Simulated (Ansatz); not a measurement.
**C₂H₇GaS: how energies converge with the basis set**

One table from this session's results is given with a row withheld; the runs are named, their logs left out.

Program: Ansatz 0.2.0, Gaussian basis. Level of theory: one geometry, several basis sets. These are calculated values, not measurements.

Levels to be run: PBE0-D4/def2-SVP; ωB97M-V/def2-SVP; PBE0-D4/def2-QZVPP; ωB97M-V/def2-QZVPP; the functionals' def2-TZVPP values are taken from earlier runs.

### The relaxed structure

All runs share one geometry, relaxed beforehand with PBE0-D4 in a triple-zeta def2 set.

SMILES `[CH3][GaH][CH2]S`, 11 atoms, charge 0, spin multiplicity 1.

Atoms are counted from 1 here; the program's logs count them from 0.

Bond lengths: C1–Ga2 1.965 Å, C1–H5 1.094 Å, C1–H6 1.091 Å, C1–H7 1.091 Å, Ga2–C3 1.977 Å, Ga2–H8 1.572 Å, C3–S4 1.839 Å, C3–H9 1.087 Å, C3–H10 1.090 Å, S4–H11 1.344 Å. Angles: Ga2–C1–H5 109.8°, Ga2–C1–H6 111.3°, Ga2–C1–H7 111.3°, H5–C1–H6 108.0°, H5–C1–H7 107.6°, H6–C1–H7 108.8°, C1–Ga2–C3 119.1°, C1–Ga2–H8 125.0°, C3–Ga2–H8 115.7°, Ga2–C3–S4 88.7°, Ga2–C3–H9 123.9°, Ga2–C3–H10 114.8°, S4–C3–H9 110.7°, S4–C3–H10 105.2°, H9–C3–H10 109.9°, C3–S4–H11 97.3°.

Set-up of the first run:

File in.yaml:

```yaml
crystal:
  periodic: [false, false, false]
  atoms:
    - {symbol: C, position_ang: [-1.149922, 1.494340, -0.396887]}
    - {symbol: Ga, position_ang: [0.437267, 0.339985, -0.493974]}
    - {symbol: C, position_ang: [0.869580, -0.829784, 1.040707]}
    - {symbol: S, position_ang: [-0.092039, -2.173390, 0.233315]}
    - {symbol: H, position_ang: [-0.843215, 2.531896, -0.236476]}
    - {symbol: H, position_ang: [-1.800726, 1.203311, 0.429340]}
    - {symbol: H, position_ang: [-1.722934, 1.459712, -1.324880]}
    - {symbol: H, position_ang: [1.355446, 0.173801, -1.759081]}
    - {symbol: H, position_ang: [1.873738, -1.168350, 1.281076]}
    - {symbol: H, position_ang: [0.325833, -0.601245, 1.956838]}
    - {symbol: H, position_ang: [0.812370, -2.487278, -0.709476]}
basis:
  gaussian: {orbitals: def2-SVP}
hamiltonian: {xc: pbe0, dispersion: d4}
output: {orbitals: {seedname: orbitals}}
```

Among the steps run: PBE0-D4 in def2-SVP; ωB97M-V in def2-SVP; PBE0-D4 in def2-QZVPP; ωB97M-V in def2-QZVPP.

One of the session's tables, all rows but one given; the rest of the session is left out.

It belongs to the step «Functionals by basis». 

```
functional       basis  HOMO (eV)
   PBE0-D4    def2-SVP          ?
   PBE0-D4  def2-TZVPP      -6.71
   PBE0-D4  def2-QZVPP      -6.73
   ωB97M-V    def2-SVP      -8.80
   ωB97M-V  def2-TZVPP      -8.85
   ωB97M-V  def2-QZVPP      -8.87
```

Estimate the missing values for PBE0-D4, def2-SVP.

As computed: HOMO (eV): -6.68. In the column «HOMO (eV)» it is the highest.
